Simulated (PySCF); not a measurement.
# From one method to the next for BeAl

Aim: see what other levels and later steps give for BeAl.

Method: each script names its method and basis; program: PySCF 2.14.0.

2 further runs of the same task are left out: 2 that didn't finish.

### Step 1. The starting structure

BeAl: 2 atoms, charge 0, spin multiplicity 2.

Bond lengths: Be1–Al2 1.939 Å.

### Step 2. The base run

Contents of input.py:

```python
from pyscf import gto, scf, mcscf

mol = gto.M(
    atom='Be 0 0 0; Al 0 0 1.939',
    basis='pcseg-2',
    charge=0,
    spin=1,
    verbose=4,
)
mf = scf.ROHF(mol)
mf.kernel()
mc = mcscf.CASSCF(mf, 4, 5)
mc.kernel()
mc.analyze()
mf.dip_moment()
print('orbital energies (hartree):', mf.mo_energy[..., max(0, mol.nelec[1]-3):mol.nelec[0]+3].round(4))
```

Started as:

```console
OMP_NUM_THREADS=1 python input.py
```

### Step 3. Blyp (ROKS)

Edit 1 changes functional: none (Hartree–Fock) → blyp; SCF type: ROHF → ROKS; step after the SCF: casscf → analyze.

Contents of input.py:

```python
from pyscf import gto, dft

mol = gto.M(
    atom='Be 0 0 0; Al 0 0 1.939',
    basis='pcseg-2',
    charge=0,
    spin=1,
    verbose=4,
)
mf = dft.ROKS(mol, xc='blyp')
mf.kernel()
mf.analyze()
print('orbital energies (hartree):', mf.mo_energy[..., max(0, mol.nelec[1]-3):mol.nelec[0]+3].round(4))
```

### Step 4. Population analysis

Edit 2 changes step after the SCF: casscf → analyze.

Contents of input.py:

```python
from pyscf import gto, scf

mol = gto.M(
    atom='Be 0 0 0; Al 0 0 1.939',
    basis='pcseg-2',
    charge=0,
    spin=1,
    verbose=4,
)
mf = scf.ROHF(mol)
mf.kernel()
mf.analyze()
print('orbital energies (hartree):', mf.mo_energy[..., max(0, mol.nelec[1]-3):mol.nelec[0]+3].round(4))
```

### Step 5. Hf,lyp (ROKS)

Edit 3 changes functional: none (Hartree–Fock) → hf,lyp; SCF type: ROHF → ROKS; step after the SCF: casscf → analyze.

Contents of input.py:

```python
from pyscf import gto, dft

mol = gto.M(
    atom='Be 0 0 0; Al 0 0 1.939',
    basis='pcseg-2',
    charge=0,
    spin=1,
    verbose=4,
)
mf = dft.ROKS(mol, xc='hf,lyp')
mf.kernel()
mf.analyze()
print('orbital energies (hartree):', mf.mo_energy[..., max(0, mol.nelec[1]-3):mol.nelec[0]+3].round(4))
```

### Step 6. Active space 7 electrons in 4 orbitals

Edit 4 changes active space: 5 electrons in 4 orbitals → 7 electrons in 4 orbitals.

Edit input.py of step 2 so:

```diff
@@ -11,3 +11,3 @@
 mf.kernel()
-mc = mcscf.CASSCF(mf, 4, 5)
+mc = mcscf.CASSCF(mf, 4, 7)
 mc.kernel()
```

### Step 7. MP2 (UHF)

Edit 5 changes step after the SCF: casscf → mp2; SCF type: ROHF → UHF; frozen orbitals: none → 5.

Contents of input.py:

```python
from pyscf import gto, scf, mp

mol = gto.M(
    atom='Be 0 0 0; Al 0 0 1.939',
    basis='pcseg-2',
    charge=0,
    spin=1,
    verbose=4,
)
mf = scf.UHF(mol)
mf.kernel()
mp.MP2(mf, frozen=5).kernel()
mf.dip_moment()
print('orbital energies (hartree):', [e[max(0, n-3):n+3].round(4) for e, n in zip(mf.mo_energy, mol.nelec)])
```

What does the calculation give? Wanted: for each run, E(SCF); from base; gap, α spin; SCF dipole; after the SCF.

**Answer**, as computed:

| run | E(SCF) (hartree) | from base (eV) | cycles | gap, α spin (eV) | SCF dipole (D) | after the SCF |
| --- | --- | --- | --- | --- | --- | --- |
| base | -256.395544 | 0 | 10 | n/a | 1.61 | CASSCF correlation -0.389 eV |
| blyp (ROKS) | -257.034409 | not comparable | 8 | n/a | 0.31 | n/a |
| population analysis | -256.395544 | 0.0000 | 10 | n/a | 1.61 | n/a |
| hf,lyp (ROKS) | -257.003455 | not comparable | 10 | n/a | 1.63 | n/a |
| active space 7 electrons in 4 orbitals | -256.395544 | 0.0000 | 10 | n/a | 1.61 | n/a |
| MP2 (UHF) | -256.397197 | -0.0450 | 15 | 6.57 | 1.56 | MP2 correlation -2.355 eV, core frozen |

In words: Total energies of different functionals can't be compared with each other; differences within one functional can.
